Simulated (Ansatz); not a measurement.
**TaO+ (triplet): from Hartree-Fock to the top rungs, def2-TZVPP**

An exercise on one series of results from a longer session: the logs are not shown, and one member is left open.

The runs use Ansatz 0.2.0, Gaussian basis; def2-TZVPP, core rule «outside noble gas», up to 5 orbitals frozen.

The runs, in order: UHF; ROHF; CCSD(T) on UHF.

2 further runs of the same task are left out: 2 set aside as unsound or not needed.

## The system

The geometry is a PBE0/def2-TZVP stationary point (not a proven minimum) of the parent state, kept for this charge and spin. No spin-orbit coupling is included. Elements past krypton take def2 core potentials.

2 atoms, charge 1, spin multiplicity 3.

Atoms are counted from 1 here; the program's logs count them from 0.

Bond lengths: Ta1–O2 1.652 Å.

Set-up of the first run:

File in.yaml:

```yaml
crystal:
  periodic: [false, false, false]
  atoms:
    - {symbol: Ta, position_ang: [0.000000, 0.000000, 0.000000]}
    - {symbol: O, position_ang: [0.000000, 0.000000, 1.651800]}
basis:
  gaussian: {orbitals: def2-TZVPP}
total_charge: 1
magnetization: {spin_polarized: true, initial_magnetization: 2}
hamiltonian: {xc: hf}
output: {orbitals: {seedname: orbitals}}
```

On the command line:

```bash
ansatz run in.yaml --threads 1 --pin off --events-out ev --progress --plain --max-ram 4096MiB --backend cpu
```

Among the steps run: UHF; ROHF; CCSD(T) on UHF.

One of the session's tables, all rows but one given; the rest of the session is left out.

| method | from UCCSD(T) (meV) |
| --- | --- |
| ROHF | ? |
| UHF | +9522.0 |
| UMP2 | +51.7 |
| UCCSD | +597.1 |
| UCCSD(T) | 0 |

Q: Estimate the row for ROHF from the others.

As computed: from UCCSD(T) (meV): +9691.4. In the column «from UCCSD(T) (meV)» it is the highest.
